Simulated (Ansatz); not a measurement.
**CHOSbSe: a ladder of functionals and wavefunction methods**

How much do the methods differ for CHOSbSe? The plan is to run it at one geometry with functionals of several rungs and with coupled cluster. The yardstick is the atomisation energy at the CCSD(T) limit.

Computed with Ansatz 0.2.0, Gaussian basis. Level: functionals in def2-TZVPP, the program's frozen cores in correlated methods.

Plan: LDA (SPW92), PBE-D4, revPBE-D4, BLYP-D4, r2SCAN-D4, B97M-V, PBE0-D4, B3LYP-D4, r2SCANh-D4, r2SCAN0-D4, HSE06-D4, BHLYP-D4, CAM-B3LYP-D4, LC-ωPBE, ωB97X-V, ωB97M-V, B2PLYP, PBE-QIDH; CCSD(T)/def2-SVP; CCSD(T)/def2-TZVPP; MP2/def2-QZVPP; extrapolation to the limit; RPA on PBE.

### Step 1. Structure used throughout

An earlier PBE0-D4 in a triple-zeta def2 set relaxation fixed the geometry. Sb takes the def2 core potential; no spin-orbit term is included.

5 atoms, charge 0, spin multiplicity 1.

Atoms are counted from 1 here; the program's logs count them from 0.

Bond lengths: O1–C2 1.176 Å, C2–Se3 1.912 Å, C2–Sb4 2.203 Å, Se3–Sb4 2.616 Å, Sb4–H5 1.717 Å. Angles: O1–C2–Se3 137.2°, O1–C2–Sb4 144.2°, Se3–C2–Sb4 78.6°, C2–Se3–Sb4 55.6°, C2–Sb4–Se3 45.7°, C2–Sb4–H5 91.7°, Se3–Sb4–H5 94.4°.

As a file:

```
O     0.9222   -1.6169    0.7130
C     0.1730   -0.7618    0.4136
Se   -1.5945   -0.6326   -0.3030
Sb   -0.1058    1.4220    0.3355
H     0.6550    1.5156   -1.2006
```

### Step 2. LDA

This LDA is Slater exchange with PW92 correlation.

File in.yaml:

```yaml
crystal:
  periodic: [false, false, false]
  atoms:
    - {symbol: O, position_ang: [0.922222, -1.616947, 0.713034]}
    - {symbol: C, position_ang: [0.172955, -0.761785, 0.413597]}
    - {symbol: Se, position_ang: [-1.594513, -0.632603, -0.303000]}
    - {symbol: Sb, position_ang: [-0.105802, 1.422027, 0.335546]}
    - {symbol: H, position_ang: [0.655038, 1.515607, -1.200577]}
basis:
  gaussian: {orbitals: def2-TZVPP}
hamiltonian: {xc: lda}
output: {orbitals: {seedname: orbitals}}
```

Further steps of the session: PBE-D4 (GGA); revPBE-D4 (GGA); BLYP-D4 (GGA); r2SCAN-D4 (meta-GGA); B97M-V (meta-GGA); PBE0-D4 (hybrid); B3LYP-D4 (hybrid); r2SCANh-D4 (hybrid); r2SCAN0-D4 (hybrid); HSE06-D4 (hybrid); BHLYP-D4 (hybrid); CAM-B3LYP-D4 (range-separated); LC-ωPBE (range-separated); ωB97X-V (range-separated); ωB97M-V (range-separated); B2PLYP (double hybrid); PBE-QIDH (double hybrid); CCSD(T) in def2-SVP; CCSD(T) in def2-TZVPP; MP2 in def2-QZVPP; RPA on PBE orbitals.

Q: Predict the results of all the runs planned. Wanted: atomisation energy, CCSD(T)/CBS; farthest beyond LDA; mean size of error, GGA; mean size of error, meta-GGA; mean size of error, hybrid; mean size of error, range-separated; mean size of error, double hybrid; gap, smallest and largest; T1 diagnostic.

The runs gave:

| quantity | value |
| --- | --- |
| atomisation energy, CCSD(T)/CBS | 17.030 eV |
| functionals within 0.170 eV (1.0 %) | PBE0-D4, B3LYP-D4, HSE06-D4, ωB97X-V |
| farthest beyond LDA | BHLYP-D4 (-1.487 eV) |
| mean size of error, GGA | 0.834 eV |
| mean size of error, meta-GGA | 0.191 eV |
| mean size of error, hybrid | 0.440 eV |
| mean size of error, range-separated | 0.348 eV |
| mean size of error, double hybrid | 0.375 eV |
| gap, smallest and largest | 2.44 eV (BLYP-D4), 8.36 eV (LC-ωPBE) |
| T1 diagnostic | 0.0174 |
| triples share of the correlation energy | 4.5 % |

In words: LDA overbinds by 4.320 eV (25 %). PBE-D4 misses by +1.288 eV. Double hybrids carry the basis error of their MP2 part in triple zeta, and no dispersion term here, so their miss is partly the set-up's. By mean error the best rung here is meta-GGA (0.191 eV) and the worst beyond LDA is GGA (0.834 eV). Misses under about 0.170 eV are within the doubt on the reference itself, which lacks core-valence correlation, spin-orbit coupling and higher excitations, and its outer-core shells are covered unevenly. All levels share the lack of spin-orbit coupling, which lowers the free heavy atoms and so the true binding. Hartree-Fock recovers 51 % of the binding; the rest is correlation. CCSD(T) in def2-SVP is off by -1.980 eV, worse than the median functional, from the basis alone. Orbital gaps span 2.4 to 8.4 eV; exact exchange widens them. Correlated methods include outer-core shells of Sb, Se, which these sets cover unevenly.
